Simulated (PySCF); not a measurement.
The system is O2TiF2H2, in a box.

```
O Ti F H
1.0
    14.00000    0.00000    0.00000
     0.00000   12.00000    0.00000
     0.00000    0.00000   12.00000
O Ti F H
2 1 2 2
Direct
  0.40781 0.55950 0.60070
  0.59645 0.46737 0.58186
  0.49369 0.50762 0.50465
  0.44736 0.39387 0.42949
  0.52297 0.60963 0.40497
  0.34445 0.58911 0.59450
  0.65741 0.43615 0.56327
```

Base run:

```yaml
Program: PySCF 2.14.0
Functional: PBE
Potentials_or_basis: def2-svp (all-electron)
k_mesh: 1 × 1 × 1
Occupations: fixed
Spin: no spin polarisation
```

Its results: gap between the frontier levels 4.95 eV.

Problem. After a change of settings the same cell gave: gap between the frontier levels 4.67 eV. Which change was it?
A. functional from PBE to B3LYP5; dispersion from none to D3(BJ)
B. functional from PBE to N12; dispersion from none to D3
C. functional from PBE to TPSS; dispersion from none to D3(OP)
D. functional from PBE to TM

Solution. B.

Caveats: this is a molecule in a periodic box at the Γ point, so its band gap is the HOMO-LUMO gap; the basis of atomic orbitals isn't converged, which shifts pressures, moduli and gaps.

Not every run made on this cell is shown here.
